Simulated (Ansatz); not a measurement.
# C4H6F4: small, medium and large basis sets

Aim: see how fast density functionals converge with the basis set for C4H6F4.

Method: one geometry, several basis sets; program: Ansatz 0.2.0, Gaussian basis.

The runs, in order: PBE0-D4/def2-SVP; ωB97M-V/def2-SVP; PBE0-D4/def2-QZVPP; ωB97M-V/def2-QZVPP; the functionals' def2-TZVPP values are taken from earlier runs.

## Step 1: The relaxed structure

The geometry comes from an earlier relaxation with PBE0-D4/def2-TZVP; it is a stationary point, not always the lowest conformer.

SMILES `FCC(F)(CF)CF`, 14 atoms, charge 0, spin multiplicity 1.

Atoms are counted from 1 here; the program's logs count them from 0.

Bond lengths: F1–C2 1.376 Å, C2–C3 1.513 Å, C2–H9 1.091 Å, C2–H10 1.093 Å, C3–F4 1.388 Å, C3–C5 1.522 Å, C3–C7 1.512 Å, C5–F6 1.379 Å, C5–H11 1.091 Å, C5–H12 1.094 Å, C7–F8 1.378 Å, C7–H13 1.093 Å, C7–H14 1.093 Å. Angles: F1–C2–C3 110.1°, F1–C2–H9 108.7°, F1–C2–H10 108.5°, C3–C2–H9 109.6°, C3–C2–H10 110.0°, H9–C2–H10 109.9°, C2–C3–F4 108.4°, C2–C3–C5 112.3°, C2–C3–C7 111.4°, F4–C3–C5 105.2°, F4–C3–C7 108.9°, C5–C3–C7 110.3°, C3–C5–F6 109.8°, C3–C5–H11 109.3°, C3–C5–H12 110.1°, F6–C5–H11 109.1°, F6–C5–H12 108.7°, H11–C5–H12 109.8° and more.

## Step 2: PBE0-D4 in def2-SVP

File in.yaml:

```yaml
crystal:
  periodic: [false, false, false]
  atoms:
    - {symbol: F, position_ang: [-2.037479, -0.086939, 1.212151]}
    - {symbol: C, position_ang: [-0.809263, -0.665923, 0.987120]}
    - {symbol: C, position_ang: [-0.205304, -0.123049, -0.289250]}
    - {symbol: F, position_ang: [-1.001385, -0.519821, -1.355238]}
    - {symbol: C, position_ang: [-0.213007, 1.398569, -0.331268]}
    - {symbol: F, position_ang: [0.521338, 1.898973, 0.722885]}
    - {symbol: C, position_ang: [1.196555, -0.647060, -0.502760]}
    - {symbol: F, position_ang: [1.262707, -2.003276, -0.270031]}
    - {symbol: H, position_ang: [-0.942857, -1.745127, 0.899427]}
    - {symbol: H, position_ang: [-0.157338, -0.438935, 1.834761]}
    - {symbol: H, position_ang: [-1.240296, 1.756508, -0.251528]}
    - {symbol: H, position_ang: [0.231053, 1.751345, -1.266347]}
    - {symbol: H, position_ang: [1.493313, -0.460088, -1.538433]}
    - {symbol: H, position_ang: [1.889064, -0.144377, 0.177412]}
basis:
  gaussian: {orbitals: def2-SVP}
hamiltonian: {xc: pbe0, dispersion: d4}
output: {orbitals: {seedname: orbitals}}
```

On the command line:

```
$ ansatz run in.yaml --threads 2 --pin off --events-out ev --progress --plain --max-ram 32768MiB --backend cpu
```

The runs that follow: ωB97M-V in def2-SVP; PBE0-D4 in def2-QZVPP; ωB97M-V in def2-QZVPP.

Q: Predict the results of all the runs planned. Wanted: PBE0-D4: double and triple zeta above quadruple; ωB97M-V: double and triple zeta above quadruple.

As calculated:

```
                                       quantity           value
PBE0-D4: double and triple zeta above quadruple  18.76, 0.78 eV
ωB97M-V: double and triple zeta above quadruple  19.24, 0.75 eV
```

In words: For PBE0-D4 the step from double to triple zeta gains 17.98 eV and the next only 0.78 eV. Total energies overstate the basis error of differences, where much of it tends to cancel. The LUMO of ωB97M-V is positive and keeps falling with the basis (3.53 to 1.86 eV): an unbound level that the basis holds in place.
